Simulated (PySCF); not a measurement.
# HgB+: from the state search to spectroscopic constants

Aim: find the lowest electronic state of HgB+, scan its bond at several levels of theory, and get bond length, wavenumber and dissociation energy from each curve.

Program: PySCF 2.14.0. Level of theory: Hg cc-pVDZ-PP with ECP60, B cc-pVDZ, scalar-relativistic core potentials. These are calculated values, not measurements.

## Step 1: Input

The job is set up so:

```yaml
atoms: Hg, B
charge: 1
basis: Hg cc-pVDZ-PP with ECP60, B cc-pVDZ
Hamiltonian: scalar-relativistic core potentials
basis_functions: 52
electrons_treated: 24
masses_in_u: 201.9706, 11.0093
levels: PBE0, PBE, r²SCAN, BLYP, B3LYP, LDA, HF, MP2, SCS-MP2, CCSD, CCSD(T)
grid: 80 radial by 434 angular points
occupations: held fixed by the projection of orbital angular momentum
dissociation_limit: Hg + B+, each in its ground configuration
starting_distance_in_angstrom: 2.290
values_of_2S_to_try: 0, 2
```

The run is started by

```
$ OMP_NUM_THREADS=1 python dia.py task.json out
```

After this run come: PBE0 along the bond; Higher solutions at PBE0; PBE (GGA); r²SCAN; BLYP (GGA); B3LYP; LDA (local density); RHF (mean field); Adding correlation.

Before running it: what results should come out? Wanted: for each run, Re; ωe; De; μ.

**Answer**, as computed:

Lowest PBE0 solution found, without spin–orbit coupling: ¹Σ⁺ (singlet), closed shell. State 2 has its PBE0 minimum 1.63 eV higher. The other levels ran on the lowest alone.

```csv
level,Re (Å),ωe (cm⁻¹),De (eV),μ (D)
RHF,2.571,255.1,0.96,4.19
RHF-MP2,2.349,288.7,1.11,n/a
RHF-SCS-MP2,2.390,278.6,1.06,n/a
RHF-CCSD,2.419,281.8,1.03,n/a
RHF-CCSD(T),2.386,294.1,1.13,n/a
LDA,2.253,349,1.98,3.59
PBE,2.342,311,1.80,3.76
BLYP,2.393,282.2,1.61,4.08
r²SCAN,2.333,318,1.74,3.64
B3LYP,2.405,287.0,1.51,4.00
PBE0,2.372,309,1.63,3.70
```

De is counted to Hg + B+ in their ground configurations. A positive dipole points from Hg to B; in an ion it is taken about the centre of mass and does not tell which atom is negative.

Differences from CCSD(T) in the same basis:

```csv
level,Re (mÅ),ωe (%)
RHF,+184,-13.3
RHF-MP2,-37,-1.8
RHF-SCS-MP2,+4,-5.3
RHF-CCSD,+33,-4.2
LDA,-133,+18.7
PBE,-44,+5.6
BLYP,+7,-4.1
r²SCAN,-53,+8.1
B3LYP,+19,-2.4
PBE0,-14,+5.0
```

Judged by CCSD(T) in the same basis: best bond length RHF-SCS-MP2 (+4 mÅ), worst RHF (+184 mÅ); best wavenumber RHF-MP2 (-1.8 %), worst LDA (+18.7 %). CCSD(T) in a basis this small is itself some way from its limit, more so than the functionals. Of the levels with a De here, RHF gives the least (0.96 eV) and LDA the most (1.98 eV).

Correlated steps freeze 1 core orbital. Spin–orbit coupling is left out.
